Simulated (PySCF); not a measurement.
# SiPb+: bond curves at several levels of theory

What are the lowest state that PBE0 finds, the bond length, vibrational wavenumber and bond energy of SiPb+, and how much do these hang on the method?

The runs use PySCF 2.14.0; Si def2-SVPD, Pb def2-SVPD with ECP60, scalar-relativistic core potentials.

### 1 Set-up

A driver script around PySCF takes these settings:

```
atoms                         : Si, Pb
charge                        : 1
basis                         : Si def2-SVPD, Pb def2-SVPD with ECP60
Hamiltonian                   : scalar-relativistic core potentials
basis functions               : 56
electrons treated             : 35
masses in u                   : 27.9769, 207.9766
levels                        : PBE0, PBE, r²SCAN, r²SCANh, BLYP, r²SCAN0, ωB97X, HF, MP2, SCS-MP2, CCSD, CCSD(T)
grid                          : 80 radial by 434 angular points
occupations                   : held fixed by the projection of orbital angular momentum
dissociation limit            : Si + Pb+, each in its ground configuration
starting distance in angstrom : 2.610
values of 2S to try           : 1, 3
```

The run is started by

```
> OMP_NUM_THREADS=1 python dia.py task.json out
```

The runs that follow: First curve: PBE0; Other states along the same grid; PBE (GGA); r²SCAN (meta-GGA); r²SCANh; BLYP (GGA); r²SCAN0; ωB97X (range-separated hybrid); UHF (mean field); MP2 and coupled cluster.

**Question.** What will these runs give? Wanted: for each run, Re; ωe; De; μ.

**Answer**, as computed:

Lowest PBE0 solution found, without spin–orbit coupling: ⁴Σ⁻ (quartet), unpaired electrons σ ↑, π ↑↑. State 2 has its PBE0 minimum 0.38 eV higher, as a spin-mixed determinant (⟨S²⟩ = 1.77), so this is no gap between pure states. State 3 has its PBE0 minimum 0.40 eV higher, as a spin-mixed determinant (⟨S²⟩ = 1.76), so this is no gap between pure states. State 4 has its PBE0 minimum 0.42 eV higher. The other levels ran on the lowest alone.

```
      level  Re (Å)  ωe (cm⁻¹)  De (eV)  μ (D)
        UHF   2.622        301     1.26  -1.71
    UHF-MP2   2.622      295.3     2.14    n/a
UHF-SCS-MP2   2.606        307     1.83    n/a
   UHF-CCSD   2.645      280.3     1.97    n/a
UHF-CCSD(T)   2.657      271.2     2.11    n/a
        PBE   2.669      262.7     2.77  -2.46
       BLYP   2.712      244.0     2.56  -2.68
     r²SCAN   2.640      277.2     2.64  -2.40
    r²SCANh   2.628      283.5     2.56  -2.37
       PBE0   2.627      284.8     2.50  -2.28
    r²SCAN0   2.612      292.3     2.44  -2.34
      ωB97X   2.586        313     2.17  -1.83
```

De is counted to Si + Pb+ in their ground configurations. A positive dipole points from Si to Pb; in an ion it is taken about the centre of mass and does not tell which atom is negative.

Differences from CCSD(T) in the same basis:

| level | Re (mÅ) | ωe (%) |
| --- | --- | --- |
| UHF | -35 | +11.1 |
| UHF-MP2 | -36 | +8.9 |
| UHF-SCS-MP2 | -51 | +13.2 |
| UHF-CCSD | -12 | +3.4 |
| PBE | +11 | -3.1 |
| BLYP | +55 | -10.0 |
| r²SCAN | -18 | +2.2 |
| r²SCANh | -29 | +4.5 |
| PBE0 | -30 | +5.0 |
| r²SCAN0 | -45 | +7.8 |
| ωB97X | -71 | +15.4 |

In words: Against CCSD(T) in the same basis, the bond length is nearest at PBE (+11 mÅ) and farthest at ωB97X (-71 mÅ); the wavenumber is nearest at r²SCAN (+2.2 %) and farthest at ωB97X (+15.4 %). Hartree–Fock makes the bond too short and too stiff against this reference, as it mostly does. PBE gives a bond that is too long and too soft, as GGAs tend to. CCSD(T) in a basis this small is itself some way from its limit, more so than the functionals. Among the levels with a De in the table, it runs from 1.26 eV (UHF) to 2.77 eV (PBE).

Correlated steps freeze 9 core orbitals. Spin–orbit coupling is left out, which matters for elements this heavy, above all for dissociation energies. With spin–orbit coupling the term label itself may not hold.
